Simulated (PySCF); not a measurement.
# H3AuO3: ligand-field states, part 1 of 2

What do calculations give for the ligand-field states of H3AuO3?

Computed with PySCF 2.14.0 and routines of our own; the level stands in each step. Atoms count from 0.

## (1) The starting structure

7 atoms, charge 0, states of the metal's open shell are computed; geometry from: model geometry, bond lengths from ionic radii.

## (2) Ligand-field states: state-averaged CASSCF

What the job is given:

```
{"job": {"kind": "lf", "basis": {"metal": "x2c-TZVPall", "ligand": "x2c-SVPall"}, "nevpt": true}, "charge": 0, "metal": "Au", "open_shell": "d8"}
Au     0.000000     0.000000     0.000000
O      2.000000     0.000000     0.000000
H      2.540000     0.800000     0.000000
O     -1.000000     1.732051     0.000000
H     -1.962820     1.799705     0.000000
O     -1.000000    -1.732051     0.000000
H     -0.577180    -2.599705     0.000000
```

Level: state-averaged CASSCF of the metal d shell, SC-NEVPT2 on the averaged canonical orbitals, state-interaction spin-orbit coupling.

Launch:

```sh
> OMP_NUM_THREADS=1 python lf_run.py task.json out
```

One launch serves the whole session: the jobs run in the order shown.

The program printed:

```text
basis functions 138, electrons 106, active (8e, 5o)
stage 1: DIIS on the effective Fock matrix, level shift 0.30
cycle   1  E = -19237.6451714651  dE = -1.924e+04  max|g| = 3.655e-01
cycle   2  E = -19237.6181894641  dE =  2.698e-02  max|g| = 1.806e-01
cycle   3  E = -19237.7966482231  dE = -1.785e-01  max|g| = 1.944e-01
cycle   4  E = -19237.9390675537  dE = -1.424e-01  max|g| = 7.080e-02
cycle   5  E = -19237.9673649964  dE = -2.830e-02  max|g| = 3.026e-02
cycle   6  E = -19237.9706165292  dE = -3.252e-03  max|g| = 2.352e-02
cycle   7  E = -19237.9735054562  dE = -2.889e-03  max|g| = 1.367e-02
cycle   8  E = -19237.9736853923  dE = -1.799e-04  max|g| = 1.394e-02
cycle   9  E = -19237.9738780159  dE = -1.926e-04  max|g| = 1.406e-02
cycle  10  E = -19237.9741481605  dE = -2.701e-04  max|g| = 1.299e-02
cycle  11  E = -19237.9742866468  dE = -1.385e-04  max|g| = 1.237e-02
cycle  12  E = -19237.9742661350  dE =  2.051e-05  max|g| = 1.276e-02
cycle  13  E = -19237.9741148299  dE =  1.513e-04  max|g| = 1.383e-02
cycle  14  E = -19237.9738715558  dE =  2.433e-04  max|g| = 1.535e-02
cycle  15  E = -19237.9732605648  dE =  6.110e-04  max|g| = 1.850e-02
cycle  16  E = -19237.9723274741  dE =  9.331e-04  max|g| = 2.217e-02
stage 2: quasi-Newton rotations from the point of smallest gradient
cycle  18  E = -19237.9748641485  dE = -5.775e-04  max|g| = 8.098e-03
cycle  19  E = -19237.9752642328  dE = -4.001e-04  max|g| = 5.276e-03
cycle  20  E = -19237.9752794336  dE = -1.520e-05  max|g| = 3.372e-03
cycle  21  E = -19237.9752987801  dE = -1.935e-05  max|g| = 4.025e-04
cycle  22  E = -19237.9752993699  dE = -5.898e-07  max|g| = 2.731e-04
cycle  23  E = -19237.9752995431  dE = -1.732e-07  max|g| = 7.474e-05
cycle  24  E = -19237.9752995583  dE = -1.526e-08  max|g| = 2.011e-05
cycle  25  E = -19237.9752995630  dE = -4.693e-09  max|g| = 1.221e-05
cycle  26  E = -19237.9752995638  dE = -8.076e-10  max|g| = 8.743e-06
converged average energy = -19237.9752995638

 mult deg   label        CASSCF/cm-1   NEVPT2/cm-1
   3   1   3A'                 0.0           0.0
   3   1   3A''            13537.5        3820.5
   1   2   1E'              5972.2        3968.5
   3   1   3A''             7626.8        4588.1
   1   1   1A'             10491.1        5888.6
   3   2   3E''            11665.9        6751.7
   1   2   1E''            16883.7        9578.7
   1   1   1A''            15962.2       10521.4
   1   1   1A''            23113.8       12129.2
   3   1   3A'             20581.5       13746.1
   1   2   1E'             32892.4       18090.8
   3   2   3E'             14028.0       21208.5
   1   2   1E'             22047.1       24250.5
   1   1   1A'             43298.1       26877.6
   3   2   3E''            34056.8       32078.5
   1   2   1E''            39665.5       36935.3
   1   1   1A'             58976.6       59405.3

spin-orbit levels / cm-1
      0.00  x1  3A' 0.74 1A' 0.23 3E'' 0.03
   1547.03  x2  3A'' 0.40 3A'' 0.37 1E' 0.22
   1877.21  x2  3A' 0.69 3E'' 0.20 1E'' 0.10
   6827.49  x1  3A'' 0.87 1A'' 0.07 3E' 0.06
   6957.42  x1  3E'' 0.56 1A' 0.28 3A' 0.12
   7598.19  x1  3A'' 0.87 3E' 0.07 1A'' 0.06
   8002.49  x2  3E'' 0.86 3E' 0.07
   9723.93  x2  3E'' 0.53 3A' 0.30 1E'' 0.15
   9888.96  x2  1E' 0.61 3A'' 0.35
  11613.77  x2  3A'' 0.52 3A'' 0.17 1E' 0.15
  11965.35  x2  1E'' 0.47 3A' 0.36 3E'' 0.08
  12451.49  x1  3E'' 1.00
  14434.24  x1  1A'' 0.83 3A'' 0.11 3E' 0.06
  15489.08  x1  1A' 0.39 3A' 0.37 3A' 0.17
  15838.20  x1  1A'' 0.81 3A'' 0.10 3E' 0.09
  20670.98  x2  3A' 0.59 1E'' 0.19 3E'' 0.11
  20822.09  x1  3A' 0.46 3E'' 0.34 1A' 0.10
  22334.42  x2  1E' 0.81 3E'' 0.08 3A'' 0.04
  23995.44  x1  3E' 0.88 1A'' 0.10
  24196.00  x1  3E' 0.84 1A'' 0.13
  24863.02  x2  3E' 0.56 1E' 0.33 3E'' 0.08
  29278.40  x2  1E' 0.38 3E' 0.28 3E'' 0.24
  30028.64  x2  3E' 0.75 1E'' 0.09 3E'' 0.07
  30804.96  x1  1A' 0.77 3E'' 0.19
  37065.41  x2  3E'' 0.89 3E' 0.07
  37787.18  x1  3E'' 0.70 1A' 0.18 1A' 0.07
  38161.26  x1  3E'' 1.00
  38423.52  x2  3E'' 0.66 1E' 0.22 3E' 0.06
  42236.34  x2  1E'' 0.93 3E'' 0.03
  66154.67  x1  1A' 0.92 3E'' 0.08
```

Wall time 24 s (1 thread of AMD EPYC 7R13, shared host); peak memory 0.34 GiB.

Warnings kept with the result: strongly covalent, metal-shell active space is small for this complex; spin Hamiltonian not valid, low-lying orbital states.

From this job:

```csv
quantity,value
spin-orbit constant ζ,3582 cm⁻¹
```

Powder susceptibility:

```csv
T (K),χT (cm³ K/mol),μ(eff)
2,0.002,0.12
5,0.004,0.18
10,0.008,0.26
20,0.017,0.37
30,0.025,0.45
50,0.042,0.58
75,0.063,0.71
100,0.084,0.82
150,0.125,1.00
200,0.167,1.16
250,0.209,1.29
300,0.252,1.42
```

## (3) Ligand-field states: state-averaged CASSCF (pyramidal angle at 95°)

What the job is given:

```
{"job": {"kind": "lf", "basis": {"metal": "x2c-TZVPall", "ligand": "x2c-SVPall"}, "nevpt": true, "reuse": true}, "charge": 0, "metal": "Au", "open_shell": "d8"}
Au     0.000000     0.000000     0.000000
O      1.992389     0.000000    -0.174311
H      2.530335     0.800000    -0.221376
O     -0.996195     1.725460    -0.174311
H     -1.957988     1.791334    -0.221376
O     -0.996195    -1.725460    -0.174311
H     -0.572347    -2.591334    -0.221376
```

Level: state-averaged CASSCF of the metal d shell, SC-NEVPT2 on the averaged canonical orbitals, state-interaction spin-orbit coupling.

The program printed:

```text
basis functions 138, electrons 106, active (8e, 5o)
start from the orbitals of the previous structure
stage 1: DIIS on the effective Fock matrix, level shift 0.30
cycle   1  E = -19237.4937412867  dE = -1.924e+04  max|g| = 1.795e+01
cycle   2  E = -19237.9298311022  dE = -4.361e-01  max|g| = 1.544e-01
cycle   3  E = -19237.9664023128  dE = -3.657e-02  max|g| = 6.936e-02
cycle   4  E = -19237.9722689146  dE = -5.867e-03  max|g| = 3.116e-02
cycle   5  E = -19237.9734550272  dE = -1.186e-03  max|g| = 1.784e-02
cycle   6  E = -19237.9738539063  dE = -3.989e-04  max|g| = 1.041e-02
cycle   7  E = -19237.9739839370  dE = -1.300e-04  max|g| = 6.451e-03
cycle   8  E = -19237.9740337925  dE = -4.986e-05  max|g| = 4.300e-03
cycle   9  E = -19237.9740555650  dE = -2.177e-05  max|g| = 2.732e-03
cycle  10  E = -19237.9740610029  dE = -5.438e-06  max|g| = 1.769e-03
cycle  11  E = -19237.9740627413  dE = -1.738e-06  max|g| = 1.101e-03
cycle  12  E = -19237.9740656221  dE = -2.881e-06  max|g| = 6.504e-04
cycle  13  E = -19237.9740667746  dE = -1.153e-06  max|g| = 5.509e-04
cycle  14  E = -19237.9740671579  dE = -3.833e-07  max|g| = 5.161e-04
cycle  15  E = -19237.9740674466  dE = -2.887e-07  max|g| = 4.845e-04
cycle  16  E = -19237.9740678257  dE = -3.791e-07  max|g| = 4.323e-04
cycle  17  E = -19237.9740678892  dE = -6.352e-08  max|g| = 4.254e-04
cycle  18  E = -19237.9740678358  dE =  5.336e-08  max|g| = 4.356e-04
cycle  19  E = -19237.9740677513  dE =  8.452e-08  max|g| = 4.491e-04
cycle  20  E = -19237.9740673896  dE =  3.617e-07  max|g| = 4.989e-04
cycle  21  E = -19237.9740667740  dE =  6.156e-07  max|g| = 5.689e-04
cycle  22  E = -19237.9740653583  dE =  1.416e-06  max|g| = 6.991e-04
cycle  23  E = -19237.9740625497  dE =  2.809e-06  max|g| = 9.052e-04
cycle  24  E = -19237.9740559721  dE =  6.578e-06  max|g| = 1.276e-03
cycle  25  E = -19237.9740415785  dE =  1.439e-05  max|g| = 1.854e-03
cycle  26  E = -19237.9740091188  dE =  3.246e-05  max|g| = 2.755e-03
stage 2: quasi-Newton rotations from the point of smallest gradient
cycle  28  E = -19237.9740685206  dE = -6.314e-07  max|g| = 3.085e-04
cycle  29  E = -19237.9740692015  dE = -6.809e-07  max|g| = 2.245e-04
cycle  30  E = -19237.9740692644  dE = -6.296e-08  max|g| = 1.486e-04
cycle  31  E = -19237.9740693016  dE = -3.713e-08  max|g| = 2.325e-05
cycle  32  E = -19237.9740693032  dE = -1.615e-09  max|g| = 1.071e-05
cycle  33  E = -19237.9740693041  dE = -8.804e-10  max|g| = 6.332e-06
converged average energy = -19237.9740693041

 mult deg   label        CASSCF/cm-1   NEVPT2/cm-1
   3   1   3A                  0.0           0.0
   1   2   1E               6443.1        4300.7
   3   1   3A              14041.0        4538.2
   3   1   3A               8750.2        5827.5
   1   1   1A              11144.7        6481.7
   3   2   3E              11903.4        8500.9
   1   2   1E              17396.6       10597.4
   1   1   1A              16536.9       11119.5
   1   1   1A              23568.8       12742.9
   3   1   3A              21156.7       14346.2
   3   2   3E              14859.3       19818.6
   1   2   1E              33017.4       19856.8
   1   2   1E              22559.8       23695.1
   1   1   1A              43214.6       28001.3
   3   2   3E              34197.1       31720.2
   1   2   1E              40710.3       35688.6
   1   1   1A              58705.8       56867.0

spin-orbit levels / cm-1
      0.00  x1  3A 0.75 1A 0.21 3E 0.03
   1179.12  x2  3A 0.50 3A 0.21 3A 0.12
   2785.03  x2  3A 0.27 3A 0.20 1E 0.18
   6759.64  x1  3A 0.38 3E 0.29 1A 0.19
   6870.44  x1  3A 0.79 1A 0.08 3E 0.08
   9190.83  x2  3E 0.73 3E 0.09 3A 0.08
   9357.05  x1  3A 0.42 3E 0.22 1A 0.13
   9978.98  x1  1E 0.51 3A 0.39
   9979.00  x1  1E 0.51 3A 0.39
  10820.56  x2  3E 0.57 3A 0.14 3A 0.13
  12066.62  x1  1E 0.36 3A 0.16 3A 0.15
  12066.65  x1  1E 0.36 3A 0.16 3A 0.15
  12678.27  x1  3A 0.24 1E 0.19 3A 0.14
  12678.31  x1  3A 0.24 1E 0.19 3A 0.14
  13293.82  x1  3E 0.70 1A 0.14 3A 0.12
  14919.63  x1  1A 0.39 1A 0.17 3E 0.14
  15355.22  x1  1A 0.27 3E 0.21 1A 0.19
  15955.73  x1  3A 0.35 1A 0.25 1A 0.18
  19902.64  x1  3A 0.53 3E 0.16 3E 0.13
  19902.65  x1  3A 0.53 3E 0.16 3E 0.13
  20634.23  x1  3A 0.26 1A 0.25 3E 0.24
  22796.07  x1  3E 0.85 1A 0.11
  23388.20  x1  1E 0.71 3E 0.10 3E 0.08
  23388.25  x1  1E 0.71 3E 0.10 3E 0.08
  24009.02  x1  3E 0.63 3A 0.14 3E 0.08
  24585.88  x1  3E 0.60 1E 0.18 3E 0.08
  24585.90  x1  3E 0.60 1E 0.18 3E 0.08
  28245.08  x1  1E 0.46 3E 0.21 3E 0.20
  28245.10  x1  1E 0.46 3E 0.21 3E 0.20
  28974.02  x1  3E 0.64 1E 0.12 3E 0.10
```

It took 22 s on 1 thread of AMD EPYC 7R13, shared host; peak memory 0.35 GiB.

Warnings kept with the result: strongly covalent, metal-shell active space is small for this complex; spin Hamiltonian not valid, low-lying orbital states.

Key values:

```csv
quantity,value
spin-orbit constant ζ,3576 cm⁻¹
```

Powder susceptibility:

```csv
T (K),χT (cm³ K/mol),μ(eff)
2,0.002,0.12
20,0.019,0.39
100,0.097,0.88
300,0.294,1.53
```

## (4) Ligand-field states: state-averaged CASSCF (pyramidal angle at 100°)

What the job is given:

```
{"job": {"kind": "lf", "basis": {"metal": "x2c-TZVPall", "ligand": "x2c-SVPall"}, "nevpt": true, "reuse": true}, "charge": 0, "metal": "Au", "open_shell": "d8"}
Au     0.000000     0.000000     0.000000
O      1.969616     0.000000    -0.347296
H      2.501412     0.800000    -0.441066
O     -0.984808     1.705737    -0.347296
H     -1.943526     1.766286    -0.441066
O     -0.984808    -1.705737    -0.347296
H     -0.557886    -2.566286    -0.441066
```

Level: state-averaged CASSCF of the metal d shell, SC-NEVPT2 on the averaged canonical orbitals, state-interaction spin-orbit coupling.

The program printed:

```text
basis functions 138, electrons 106, active (8e, 5o)
start from the orbitals of the previous structure
stage 1: DIIS on the effective Fock matrix, level shift 0.30
cycle   1  E = -19237.4943321799  dE = -1.924e+04  max|g| = 1.740e+01
cycle   2  E = -19237.9261476834  dE = -4.318e-01  max|g| = 1.666e-01
cycle   3  E = -19237.9626692862  dE = -3.652e-02  max|g| = 5.867e-02
cycle   4  E = -19237.9685664353  dE = -5.897e-03  max|g| = 2.440e-02
cycle   5  E = -19237.9697465321  dE = -1.180e-03  max|g| = 1.477e-02
cycle   6  E = -19237.9701513143  dE = -4.048e-04  max|g| = 8.474e-03
cycle   7  E = -19237.9702845218  dE = -1.332e-04  max|g| = 6.437e-03
cycle   8  E = -19237.9703362451  dE = -5.172e-05  max|g| = 4.318e-03
cycle   9  E = -19237.9703565242  dE = -2.028e-05  max|g| = 2.784e-03
cycle  10  E = -19237.9703628602  dE = -6.336e-06  max|g| = 1.822e-03
...
cycle  29  E = -19237.9703673704  dE =  5.853e-07  max|g| = 5.045e-04
cycle  30  E = -19237.9703659196  dE =  1.451e-06  max|g| = 6.788e-04
cycle  31  E = -19237.9703633362  dE =  2.583e-06  max|g| = 9.076e-04
cycle  32  E = -19237.9703584869  dE =  4.849e-06  max|g| = 1.229e-03
stage 2: quasi-Newton rotations from the point of smallest gradient
cycle  34  E = -19237.9703689393  dE = -1.999e-07  max|g| = 1.636e-04
cycle  35  E = -19237.9703691497  dE = -2.104e-07  max|g| = 1.340e-04
cycle  36  E = -19237.9703691719  dE = -2.220e-08  max|g| = 3.247e-05
cycle  37  E = -19237.9703691743  dE = -2.379e-09  max|g| = 1.009e-05
cycle  38  E = -19237.9703691753  dE = -1.030e-09  max|g| = 1.144e-05
cycle  39  E = -19237.9703691757  dE = -3.347e-10  max|g| = 4.989e-06
converged average energy = -19237.9703691757

 mult deg   label        CASSCF/cm-1   NEVPT2/cm-1
   3   1   3A                  0.0           0.0
   1   2   1E               7500.3        4842.6
   3   1   3A              15237.7        6108.3
   1   1   1A              12735.0        7729.4
   3   1   3A              11394.7        8450.0
   3   2   3E              12527.5       10646.0
   1   1   1A              17913.6       12390.6
   1   2   1E              18470.4       12857.8
   1   1   1A              24618.2       13994.3
   3   1   3A              22576.7       15694.3
   3   2   3E              16694.2       18073.5
   1   2   1E              23877.7       22212.7
   1   2   1E              33564.3       22492.5
   1   1   1A              42689.7       30362.9
   3   2   3E              34378.1       30552.4
   1   2   1E              42841.0       33693.6
   1   1   1A              58204.0       50819.7

spin-orbit levels / cm-1
      0.00  x1  3A 0.79 1A 0.16 3E 0.04
    652.55  x2  3A 0.70 3A 0.15 1E 0.05
   3894.50  x2  1E 0.37 3A 0.19 3A 0.17
   7273.93  x1  3A 0.25 3A 0.24 1A 0.20
   7406.53  x1  3A 0.49 3E 0.14 3A 0.11
  10079.85  x2  3A 0.43 1E 0.36 3E 0.07
  10364.31  x2  3E 0.60 3E 0.18 3A 0.12
  10956.93  x1  3A 0.25 3E 0.20 1A 0.14
  12097.28  x2  3E 0.48 3A 0.27 3A 0.08
  13160.82  x2  1E 0.31 3A 0.19 3E 0.13
  14067.22  x2  1E 0.36 3E 0.15 3A 0.13
  14101.44  x1  3E 0.43 1A 0.26 3A 0.22
  14641.44  x1  3E 0.30 1A 0.21 3A 0.12
  16297.87  x1  1A 0.41 3E 0.40 1A 0.06
  16534.66  x1  3A 0.35 1A 0.19 3A 0.16
  19318.58  x2  3A 0.47 3E 0.20 3E 0.20
  20403.22  x1  1A 0.47 3E 0.29 3E 0.09
  21155.77  x1  3E 0.78 1A 0.15 1A 0.03
  23059.79  x2  3E 0.64 1E 0.15 3A 0.09
  24125.75  x1  3E 0.37 3A 0.28 3E 0.16
  24398.20  x2  1E 0.35 3E 0.23 3E 0.16
  26758.48  x2  1E 0.45 1E 0.28 3E 0.11
  28347.44  x2  3E 0.37 1E 0.15 1E 0.14
  32410.53  x1  3E 0.58 1A 0.28 1A 0.08
  34285.61  x2  3E 0.75 1E 0.07 3E 0.07
  35422.97  x2  3E 0.70 1E 0.13 1E 0.07
  35500.57  x1  1A 0.50 3E 0.41 1A 0.04
  35657.78  x1  3E 0.81 1A 0.16
  38784.72  x1  1E 0.78 3E 0.15
  38784.74  x1  1E 0.78 3E 0.15
```

Wall time 25 s (1 thread of AMD EPYC 7R13, shared host); peak memory 0.35 GiB.

Warnings kept with the result: strongly covalent, metal-shell active space is small for this complex.

From this job:

```csv
quantity,value
spin-orbit constant ζ,3562 cm⁻¹
```

Powder susceptibility:

```csv
T (K),χT (cm³ K/mol),μ(eff)
2,0.004,0.17
20,0.038,0.55
100,0.188,1.23
300,0.565,2.12
```

(Continued in part 2 of 2.)
